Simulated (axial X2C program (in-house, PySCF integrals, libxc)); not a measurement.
# AsB: properties at the nuclei

Aim: properties at the nuclei of AsB, with spin–orbit coupling in the Hamiltonian from the start.

The runs use an in-house X2C program for linear molecules on PySCF integrals; two-component X2C with atomic mean-field terms, As dyall-cv3z, B dyall-v3z.

All values are calculated.

## (1) Set-up

File task.json:

```json
{
 "zs": [
  33,
  5
 ],
 "q": 0,
 "bas": [
  "dyall-cv3z",
  "dyall-v3z"
 ],
 "r0": 2.06,
 "levels": [
  "PBE0",
  "HF",
  "PBE",
  "LDA",
  "BHandHLYP"
 ],
 "nst": 3
}
```

Keys: zs atomic numbers; q charge; bas basis sets; r0 starting distance in Å; levels methods (HF also brings MP2); nst determinants followed.

Run with:

```console
$ python soeom.py task.json out
```

The runs that follow: Expectation values, lowest determinant; Expectation values, a higher determinant; Expectation values, a higher determinant.

Before running it: what results should come out? Wanted: lowest determinant; Eeff magnitude; Ws magnitude As; A∥/gI As; qzz As; higher determinant (for each run or level that gives them).

The runs gave:

| quantity | value |
| --- | --- |
| lowest determinant | Ω = 2 (excess of +ω over −ω: ω = 1/2, ω = 3/2) |
| Eeff magnitude (GV/cm), PBE0 | 0.516 |
| Ws magnitude As (kHz), PBE0 | 0.0969 |
| A∥/gI As (MHz), PBE0 | 215 |
| qzz As (a.u.), PBE0 | -1.82 |
| higher determinant | Ω = 1 (excess of +ω over −ω: ω = -1/2, ω = 3/2) |
| Eeff magnitude (GV/cm), PBE0, higher determinant | 0.185 |
| Ws magnitude As (kHz), PBE0, higher determinant | 0.0857 |
| A∥/gI As (MHz), PBE0, higher determinant | 259 |
| qzz As (a.u.), PBE0, higher determinant | -1.56 |
| higher determinant | Ω = 1 (excess of +ω over −ω: 2 × ω = 1/2) |
| Eeff magnitude (GV/cm), PBE0, higher determinant | 0.379 |
| Ws magnitude As (kHz), PBE0, higher determinant | 0.168 |
| A∥/gI As (MHz), PBE0, higher determinant | 697 |
| qzz As (a.u.), PBE0, higher determinant | -1.75 |

**Reading.** In the first state, the effective field runs from 0.343 to 0.71 GV/cm over the mean-field levels, so the levels don't agree on it. The expectation values come from single determinants, which for open shells can mix terms of unlike spin or miss the lowest Ω, so a determinant need not be a state. Eeff is the effective electric field on the electron dipole moment in this Ω state and Ws the scalar–pseudoscalar constant (defined with the proton number Z and per Ω); A∥ is the parallel hyperfine constant, which follows by multiplying with the nuclear g factor gI = μI/(I μN); qzz is the electric field gradient, eQq0 = 234.96 MHz × Q/barn × qzz; μ is positive if B is the positive end. The operators were transformed with the bare-nucleus X2C matrices.
